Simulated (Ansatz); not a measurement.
# H5NSi: the cost of one run

Method: PBE0-D4/def2-TZVP structures, single points in def2-TZVPP, no counterpoise correction; program: Ansatz 0.2.0, Gaussian basis.

Levels: SPW92, PBE-D4, BLYP-D4, r2SCAN-D4, B97M-V, PBE0-D4, B3LYP-D4, r2SCAN0-D4, BHLYP-D4, CAM-B3LYP-D4, wB97X-V, wB97M-V, B2PLYP, PBE-QIDH, RPA on PBE, Hartree-Fock, MP2, CCSD, CCSD(T).

Cores are frozen in the correlated methods. B3LYP uses VWN-RPA correlation. B2PLYP carries no dispersion term here.

94 further runs of the same task are left out: 94 set aside as unsound or not needed.

### Step 1. Where the work starts

The complex: 13 atoms, charge 0, spin multiplicity 1.

Atoms are counted from 1 here; the program's logs count them from 0.

Bond lengths: Si1–H4 1.498 Å, Si1–H5 1.488 Å, Si1–N6 1.713 Å, Si1–H8 1.487 Å, O2–C3 1.413 Å, O2–H7 0.960 Å, C3–H9 1.095 Å, C3–H10 1.090 Å, C3–H11 1.096 Å, N6–H12 1.006 Å, N6–H13 1.008 Å. Angles: H4–Si1–H5 107.0°, H4–Si1–N6 116.0°, H4–Si1–H8 106.4°, H5–Si1–N6 106.9°, H5–Si1–H8 108.9°, N6–Si1–H8 111.4°, C3–O2–H7 108.9°, O2–C3–H9 112.0°, O2–C3–H10 107.0°, O2–C3–H11 111.9°, H9–C3–H10 108.2°, H9–C3–H11 109.2°, H10–C3–H11 108.4°, Si1–N6–H12 119.8°, Si1–N6–H13 117.6°, H12–N6–H13 112.5°.

Geometry (Å):

```csv
atom,x (Å),y (Å),z (Å)
Si1,-1.44419,0.96854,-0.26700
O2,0.82005,-0.91522,0.71186
C3,2.08383,-0.37461,0.38378
H4,-1.49649,0.94274,1.22947
H5,-2.58671,1.80335,-0.72888
N6,-1.58856,-0.54859,-1.04999
H7,0.57864,-0.62652,1.59504
H8,-0.17327,1.64926,-0.63170
H9,2.07870,0.72060,0.40266
H10,2.31437,-0.69728,-0.63145
H11,2.87086,-0.74265,1.05153
H12,-2.49818,-0.89722,-1.30025
H13,-0.95904,-1.28251,-0.76498
```

Its parts: SiNH5 holds atoms 1, 4, 5, 6, 8, 12, 13; CH4O holds atoms 2, 3, 7, 9, 10, 11. Each part counts its atoms afresh in its own runs.

### Step 2. Relaxing SiNH5 alone

Contents of relax-a/in.yaml:

```yaml
crystal:
  periodic: [false, false, false]
  atoms:
    - {symbol: Si, position_ang: [-1.444194, 0.968536, -0.267002]}
    - {symbol: H, position_ang: [-1.496490, 0.942739, 1.229473]}
    - {symbol: H, position_ang: [-2.586715, 1.803351, -0.728877]}
    - {symbol: N, position_ang: [-1.588564, -0.548586, -1.049988]}
    - {symbol: H, position_ang: [-0.173266, 1.649264, -0.631703]}
    - {symbol: H, position_ang: [-2.498185, -0.897222, -1.300248]}
    - {symbol: H, position_ang: [-0.959040, -1.282513, -0.764981]}
basis:
  gaussian: {orbitals: def2-TZVP}
hamiltonian: {xc: pbe0, dispersion: d4}
relax: {f_tol: 0.005, max_steps: 200}
```

Command:

```
ansatz run in.yaml --threads 4 --pin off --events-out ev --progress --plain --max-ram 9574MiB
```

**Question.** How long does this run take on 4 threads of Intel Xeon at 2.50GHz, shared host?

About 16 s.
